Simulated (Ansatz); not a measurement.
**H3OSSb: single points off equilibrium**

The task here is to estimate one member of a computed series from the others.

Program: Ansatz 0.2.0, Gaussian basis. Level of theory: single points in def2-TZVPP. These are calculated values, not measurements.

Cores are frozen in the correlated methods. Filled d shells of the heavier atoms are correlated. Core potentials replace the inner electrons past krypton, and spin-orbit coupling is left out.

## The system as given

SMILES `O[S][SbH2]`, 6 atoms, charge 0, spin multiplicity 1.

Atoms are counted from 1 here; the program's logs count them from 0.

Bond lengths: O1–S2 1.699 Å, O1–H4 0.982 Å, S2–Sb3 2.373 Å, Sb3–H5 1.701 Å, Sb3–H6 1.708 Å. Angles: S2–O1–H4 108.0°, O1–S2–Sb3 90.6°, S2–Sb3–H5 93.3°, S2–Sb3–H6 90.4°, H5–Sb3–H6 87.4°.

Coordinates:

```mol
H3OSSb
  3D, bonds by distance, orders not assigned

  6  5  0  0  0  0  0  0  0  0999 V2000
   -0.0455   -1.8201   -0.1246 O   0  0
   -0.9853   -0.4075   -0.0446 S   0  0
    0.9677    0.9037    0.2666 Sb  0  0
   -0.6541   -2.5906   -0.1226 H   0  0
    0.6820    1.8377   -1.1265 H   0  0
    0.0658    2.0649    1.1362 H   0  0
  1  2  8  0
  1  4  8  0
  2  3  8  0
  3  5  8  0
  3  6  8  0
M  END
```

Set-up of the first run:

The input, run/in.yaml:

```yaml
crystal:
  periodic: [false, false, false]
  atoms:
    - {symbol: O, position_ang: [-0.045500, -1.820100, -0.124600]}
    - {symbol: S, position_ang: [-0.985300, -0.407500, -0.044600]}
    - {symbol: Sb, position_ang: [0.967700, 0.903700, 0.266600]}
    - {symbol: H, position_ang: [-0.654100, -2.590600, -0.122600]}
    - {symbol: H, position_ang: [0.682000, 1.837700, -1.126500]}
    - {symbol: H, position_ang: [0.065800, 2.064900, 1.136200]}
basis:
  gaussian: {orbitals: def2-TZVPP}
correlation: {method: ccsd_t}
output: {forces: true}
```

On the command line:

```bash
$ ansatz run in.yaml --threads 4 --pin off --events-out ev --progress --plain --max-ram 5222MiB
```

Steps of the session up to this table: CCSD(T)/def2-TZVPP; PBE0-D4/def2-TZVPP; wB97M-V/def2-TZVPP; r2SCAN-D4/def2-TZVPP; PBE-D4/def2-TZVPP; wB97X-V/def2-TZVPP; LC-wPBE/def2-TZVPP.

One table of the session follows, with a row left open; its other results are not shown here.

| method | RMS force component (eV/Å) | angle to CCSD(T) forces (°) | dipole (D) |
| --- | --- | --- | --- |
| CCSD(T) | 0.460 | reference | 0.47 |
| PBE0-D4 | 0.423 | 21.1 | 0.54 |
| wB97M-V | 0.422 | 14.5 | 0.51 |
| r2SCAN-D4 | ? | ? | ? |
| PBE-D4 | 0.414 | 34.9 | 0.60 |
| wB97X-V | 0.416 | 19.9 | 0.53 |
| LC-wPBE | 0.444 | 36.9 | 0.47 |

Estimate the missing values for r2SCAN-D4.

As computed: RMS force component (eV/Å): 0.416; angle to CCSD(T) forces (°): 11.2; dipole (D): 0.60.
